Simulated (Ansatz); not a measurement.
**BF3 (boron trifluoride) at BHLYP/aug-cc-pVDZ**

What is the vertical ionisation energy of BF3 (boron trifluoride) at BHLYP/aug-cc-pVDZ? 

Program for the calculation: Ansatz 0.2.0.

37 further runs of the same task are left out: 1 that didn't finish, 36 set aside as unsound or not needed.

### Step 1. Starting point

BF3 has 4 atoms, charge 0, and is taken as a singlet. As SMILES, `FB(F)F`. Geometry: relaxed at PBE0-D4/def2-TZVP.

Bond lengths: F1–B2 1.311 Å, B2–F3 1.311 Å, B2–F4 1.311 Å. Angles: F1–B2–F3 120.0°, F1–B2–F4 120.0°, F3–B2–F4 120.0°.

### Step 2. The energy at BHLYP/aug-cc-pVDZ

The input, in.yaml:

```yaml
crystal:
  periodic: [false, false, false]
  atoms:
    - {symbol: F, position_ang: [0.543870, 0.210740, 1.174280]}
    - {symbol: B, position_ang: [0.000020, -0.000000, 0.000010]}
    - {symbol: F, position_ang: [-0.265170, -1.223510, -0.389620]}
    - {symbol: F, position_ang: [-0.278730, 1.012770, -0.784660]}
basis:
  gaussian:
    orbitals: aug-cc-pVDZ
hamiltonian:
  xc: {name: BHLYP}
accuracy: high
output: {orbitals: {seedname: orbitals}}
```

The run is started by

```bash
$ ansatz run in.yaml --threads 1 --pin off --max-ram 3480MiB --events-out events.jsonl --progress --plain --runs-dir runs
```

The program printed:

```text
Warning: RAYON_NUM_THREADS=1 ignored (pool sized by the plan → 1); use --threads N
Functional definition: BHLYP
  name "BHLYP"
  parameter a = 0.5
  exchange = (1 - a)*b88_x + a*exact_x
  correlation = lyp_c
1815 factors; integrals over basis functions are off by at most 3.4e-9 eV
mean field evaluation 1: about -8826.8927 eV, gradient 4.2e1 eV
mean field evaluation 2: about -8826.7707 eV, gradient 4.5e1 eV
mean field evaluation 4: about -8829.5055 eV, gradient 7.3e-1 eV
mean field evaluation 8: about -8829.5080 eV, gradient 3.1e-3 eV
mean field evaluation 16: about -8829.5080 eV, gradient 2.4e-7 eV
mean field -8829.50801371 eV, -324.4784346482 hartree, gradient 5.9e-8 eV, S^2 0.000000; 0 other end points of the search recorded, 0 dependent functions left out
reference -8829.50804126 eV, -324.4784356607 hartree; 16, 16 occupied and 76, 76 virtual orbitals, 1815 factors
Total energy: -8829.50804126 eV, -324.4784356607 hartree
```

Wall time 4.2 s (1 thread of Arm Neoverse V2, shared host); peak memory 0.26 GiB.

### Step 3. The doublet cation, same level

in.yaml, as its differences from that of step 2:

```diff
@@ -10,2 +10,6 @@
     orbitals: aug-cc-pVDZ
+total_charge: 1
+magnetization:
+  spin_polarized: true
+  initial_magnetization: 1
 hamiltonian:
```

The run is started by

```bash
$ ansatz run in.yaml --threads 1 --pin off --max-ram 3480MiB --events-out events.jsonl --progress --plain --runs-dir runs
```

The program printed:

```text
Warning: RAYON_NUM_THREADS=1 ignored (pool sized by the plan → 1); use --threads N
[... 5 set-up lines as earlier in the session ...]
1815 factors; integrals over basis functions are off by at most 3.4e-9 eV
mean field evaluation 1: about -8809.0761 eV, gradient 3.8e1 eV
mean field evaluation 2: about -8809.4718 eV, gradient 3.7e1 eV
mean field evaluation 4: about -8813.2264 eV, gradient 1.3e0 eV
mean field evaluation 8: about -8813.4478 eV, gradient 2.0e-1 eV
mean field evaluation 16: about -8813.4481 eV, gradient 1.2e-3 eV
mean field evaluation 32: about -8813.4481 eV, gradient 5.3e-7 eV
mean field -8813.44806416 eV, -323.8882423882 hartree, gradient 9.0e-8 eV, S^2 0.764079; 6 other end points of the search recorded, 0 dependent functions left out
reference -8813.44809219 eV, -323.8882434182 hartree; 16, 15 occupied and 76, 77 virtual orbitals, 1815 factors
Total energy: -8813.44809219 eV, -323.8882434182 hartree
```

Wall time 15 s (1 thread of Arm Neoverse V2, shared host); peak memory 0.35 GiB.

### Step 4. Outcome

Level: BHLYP/aug-cc-pVDZ.

| quantity | value |
| --- | --- |
| singlet BF3: total energy | -324.47844 Eh |
| singlet BF3: HOMO energy | -14.49 eV |
| singlet BF3: LUMO energy | 0.16 eV |
| singlet BF3: HOMO–LUMO gap | 14.65 eV |
| doublet cation: total energy | -323.88824 Eh |
| doublet cation: HOMO energy (highest over α and β) | -22.53 eV |
| doublet cation: LUMO energy (lowest over α and β) | -17.68 eV |
| doublet cation: ⟨S²⟩ | 0.764 |
| vertical ionisation energy (to the doublet cation) | 16.060 eV |

What this shows: The vertical ionisation energy comes to 16.06 eV (1550 kJ/mol). The negative HOMO energy of the first species, 14.49 eV, lies 1.57 eV below that difference.
